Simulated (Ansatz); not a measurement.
Crystal: Pt3W.

```
Pt W
1.0
    -1.94790    1.94790    4.01834
     1.94790   -1.94790    4.01834
     1.94790    1.94790   -4.01834
Pt W
3 1
Direct
  0.50000 0.50000 0.00000
  0.25000 0.75000 0.50000
  0.75000 0.25000 0.50000
  0.00000 0.00000 0.00000
```

The cell comes from a database or a generator and needn't be the stable form of this composition.

| Property | Result |
| --- | --- |
| Program | Ansatz 0.2.0 |
| Task | single point |
| Functional | PBEsol |
| Potentials or basis | all-electron LAPW, scalar-relativistic |
| Cutoff | 278 eV (chosen from the basis error) |
| Basis error allowed | 0.001 eV/atom |
| k mesh | 10 × 10 × 10 |
| Occupations | fermi-dirac, width 0.05 eV |
| Spin | no spin polarisation |

On this cell: pressure -5.1 GPa; largest force under 0.003 eV/Å; band gap on the k mesh none (metal or under the smearing width).

The same run follows on a disturbed copy (atoms moved at random, drawn with an rms of 0.05 Å):

```xyz
4
Lattice="-1.9479 1.9479 4.0183 1.9479 -1.9479 4.0183 1.9479 1.9479 -4.0183" Properties=species:S:1:pos:R:3 pbc="T T T"
Pt   -0.0255    0.0038    4.0155
Pt    2.0295   -0.0072    2.0052
Pt   -0.0421    1.9085    1.9993
W    -0.0106    0.0060    0.0227
```

Q: What does the disturbed cell give?

A: The energy (extrapolated to zero smearing) moves by +26.9 meV/atom; pressure -3.9 GPa; largest force 1.620 eV/Å; band gap on the k mesh none (metal or under the smearing width).

Forces on the atoms (eV/Å):
```
Pt   0.266 -0.137  0.102
Pt  -1.597 -0.272  0.047
Pt   1.221  0.518  0.149
W    0.110 -0.110 -0.298
```

Stress tensor (GPa, compression positive):
```
-3.64  0.65  0.74
 0.65 -3.41 -0.10
 0.74 -0.10 -4.78
```
